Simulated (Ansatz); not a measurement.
# Si: the cost of one run

Method: DFT PBE, scalar-relativistic, plane waves, PAW, in Ansatz 0.2.0.

## 1. The system as given

The structure is cubic, space group Fd-3m (No. 227). The conventional cell has a = 5.444 Å, b = 5.444 Å, c = 5.444 Å, α = 90.00°, β = 90.00°, γ = 90.00°. Around Si (site symmetry -43m) lie 4 Si at 2.36 Å.

Structure file:

```xyz
2
Lattice="0.0000 2.7219 2.7219 2.7219 0.0000 2.7219 2.7219 2.7219 0.0000" Properties=species:S:1:pos:R:3 pbc="T T T"
Si    4.0828    4.0828    4.0828
Si    2.7219    2.7219    2.7219
```

Source of the structure: the Materials Project (structure only).

(A quick probe on a coarse mesh, which set the mesh and smearing, is not shown.)

## 3. Relaxing cell and atoms

The input, input.yaml:

```yaml
crystal:
  lattice:
    - [0.0, 2.72185119, 2.72185119]
    - [2.72185119, 0.0, 2.72185119]
    - [2.72185119, 2.72185119, 0.0]
  atoms:
    - { symbol: Si, position: [0.75, 0.75, 0.75] }
    - { symbol: Si, position: [0.5, 0.5, 0.5] }
basis:
  ecutwfc: 420
kpoints:
  mp_grid: { grid: [8, 8, 8] }
hamiltonian:
  xc: pbe
scf:
  occupations: { method: gaussian, width: 0.02 }
output:
  forces: true
  stress: true
  eigenvalues: true
  write_density: true
  write_potential: true
  elf: true
  volumetric_format: npy
relax:
  adjacent_minimum: "off"
  f_tol: 0.005
  max_steps: 80
  cell: { stress_tol: 0.05 }
```

Run with:

```sh
$ ansatz run input.yaml --threads 8 --pin off --max-ram 20480MiB --backend cpu --events-out ev --progress --plain --runs-dir out
```

Q: Estimate wall time and peak memory on 8 threads of Intel Xeon Platinum 8259CL at 2.50GHz (Skylake/Cascade Lake), shared host.

About 1.3 s, with a peak of 0.38 GiB.
